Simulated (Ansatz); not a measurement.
I need a table of relaxed lattice constants and trends of a series on the perovskite structure: La3AlP, La3AlAs, La3AlSb, La3AlBi. Use the Ansatz DFT code, driven from Python. Level of theory (first run): LDA, PAW, cutoff 420 eV, Gaussian smearing of 0.05 eV.

`series_la3alp.py`
```python
'''A chemical series on the perovskite structure: relaxed cells and their trends.'''

from dataclasses import dataclass
import csv
import warnings

import ansatz
import numpy as np


@dataclass(frozen=True)
class Options:
    functional: str = 'lda'
    ecut: int = 420
    mixing_beta: float = 0.4
    k_spacing: float = 0.26
    smearing: str = 'gaussian'
    width_ev: float = 0.05


cfg = Options()


def perovskite(A, B, X, a):
    return (
        ansatz.Lattice.cubic(a)
        .space_group(221)
        .atom(A, [0, 0, 0])
        .atom(B, [0.5, 0.5, 0.5])
        .atom(X, [0.5, 0.5, 0])
    )


def ground_state(name, crystal, relax=True):
    calc = (
        crystal.calculation()
        .functional(cfg.functional)
        .basis(cfg.ecut, xc_grid=3)
        .mixing('broyden', ndim=6, beta=cfg.mixing_beta)
        .kpoints(spacing=cfg.k_spacing)
        .occupations(cfg.smearing, width=cfg.width_ev)
        .stress()
        .band_table()
    )
    if relax:
        calc = calc.relax(force_tolerance=0.01, cell=True)
    return calc.run(threads=1)

def bulk_modulus(name, outcome, step=0.015):
    # B = -V dP/dV from the pressures of two uniformly scaled cells, atoms held at their fractions
    pressure = []
    for factor in (1 - step, 1.0, 1 + step):
        cell = ansatz.Crystal(lattice=ansatz.Lattice.of(outcome.lattice.cell_ang * factor ** (1 / 3)))
        for site in outcome.report['lattice']['sites']:
            cell = cell.atom(site['symbol'], site['position_frac'])
        pressure.append(np.trace(ground_state(name, cell, relax=False).report['stress_gpa']) / 3)
    slope, bend = (pressure[0] - pressure[2]) / (2 * step), abs(pressure[0] + pressure[2] - 2 * pressure[1])
    # a jump of mesh or basis between the cells shows as a kink: no modulus then
    return float(slope) if bend < 12 * step**2 * abs(slope) + 0.15 and abs(pressure[1]) < 1.5 else float('nan')


def volume_per_atom(outcome):
    return abs(np.linalg.det(outcome.lattice.cell_ang)) / len(outcome.lattice.sites)

# the lattice constants below are starting guesses
warnings.simplefilter('ignore', ansatz.DeckWarning)

phases = {}
phases['La3AlP'] = perovskite('Al', 'P', 'La', 5.55)
phases['La3AlAs'] = perovskite('Al', 'As', 'La', 5.7)
phases['La3AlSb'] = perovskite('Al', 'Sb', 'La', 5.93)
phases['La3AlBi'] = perovskite('Al', 'Bi', 'La', 6.03)

done = {}
for name, crystal in phases.items():
    try:
        done[name] = ground_state(name, crystal)
    except ansatz.NonConvergedError as error:
        print(name, 'did not converge:', str(error)[:120])

rows = [(name, float(np.linalg.norm(o.lattice.cell_ang[0])), volume_per_atom(o), bulk_modulus(name, o)) for name, o in done.items()]
with open('series.csv', 'w', newline='') as handle:
    writer = csv.writer(handle)
    writer.writerow(['compound', 'a (A)', 'V (A^3/atom)', 'B (GPa)'])
    writer.writerows([round(v, 4) if isinstance(v, float) else v for v in row] for row in rows)
print(open('series.csv').read())
```

Running `python series_la3alp.py` prints:
```text
compound,a (A),V (A^3/atom),B (GPa)
La3AlP,5.4617,32.5846,54.6373
La3AlAs,5.5703,34.5676,50.7793
La3AlSb,5.8498,40.0367,42.4152
La3AlBi,5.9389,41.8943,40.1965
```

From smallest to largest: La3AlP (32.58 Å³), La3AlAs (34.57 Å³), La3AlSb (40.04 Å³) and La3AlBi (41.89 Å³). The largest is 29 % above the smallest.

Reading the output:
- These settings explore the input space; cutoff and mesh may be short of convergence.
- The bulk modulus is taken at fixed shape and positions, an upper value where these are free.
- Pressure is positive in compression.
- Spin-orbit coupling, which matters for elements this heavy, is left out.
- The cells are built on a prototype by substitution; a member may or may not take this structure in nature.
- Hardware and time: 2.5 min on 1 thread of Arm Neoverse V2, with other jobs on the host, peak memory 0.58 GiB.
